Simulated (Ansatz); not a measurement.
# Eu2BeAs2: the cost of one run

Computed with Ansatz 0.2.0 (DFT PBE, scalar-relativistic, plane waves, PAW, unless a step's input says otherwise).

## 1. The system as given

The structure is hexagonal, space group P6/mmm (No. 191). The conventional cell has a = 4.191 Å, b = 4.191 Å, c = 7.396 Å, α = 90.00°, β = 90.00°, γ = 120.00°. Around Eu (site symmetry 6mm) lie 1 Be at 2.06 Å. Be (site symmetry 6/mmm) is surrounded by 2 Eu at 2.06 Å. Around As (site symmetry -6m2) lie 3 As at 2.42 Å.

Structure file:

```
CELL_PARAMETERS angstrom
4.19075 0.00000 0.00000
-2.09537 3.62929 0.00000
0.00000 0.00000 7.39565
ATOMIC_POSITIONS crystal
Eu 0.00000 0.00000 0.77887
Eu 0.00000 0.00000 0.22113
Be 0.00000 0.00000 0.50000
As 0.33333 0.66667 0.00000
As 0.66667 0.33333 0.00000
```

Recipe of the guess: random cell by space group and Wyckoff sites (P6/mmm, No. 191). The dimensions are guesses.

## 2. A first look at the guess

Contents of input.yaml:

```yaml
crystal:
  lattice:
    - [4.19074643, 0.0, 0.0]
    - [-2.09537321, 3.62929287, 0.0]
    - [0.0, 0.0, 7.39564613]
  atoms:
    - { symbol: Eu, position: [0.0, 0.0, 0.77887224], spin: -7.0 }
    - { symbol: Eu, position: [0.0, 0.0, 0.22112776], spin: 7.0 }
    - { symbol: Be, position: [0.0, 0.0, 0.5] }
    - { symbol: As, position: [0.33333333, 0.66666667, 0.0] }
    - { symbol: As, position: [0.66666667, 0.33333333, 0.0] }
basis:
  ecutwfc: 420
kpoints:
  mp_grid: { grid: [6, 6, 4] }
hamiltonian:
  xc: pbe
scf:
  occupations: { method: gaussian, width: 0.1 }
  lower_state_search: "off"
output:
  forces: true
  stress: true
  eigenvalues: true
  populations: true
magnetization:
  spin_polarized: true
```

The run is started by

```bash
ansatz run input.yaml --threads 1 --pin off --max-ram 2560MiB --backend cpu --events-out ev --progress --plain --runs-dir out
```

Q: Estimate wall time and peak memory on 1 thread of Arm Neoverse V2, shared host.

About 39 s, with a peak of 0.46 GiB.
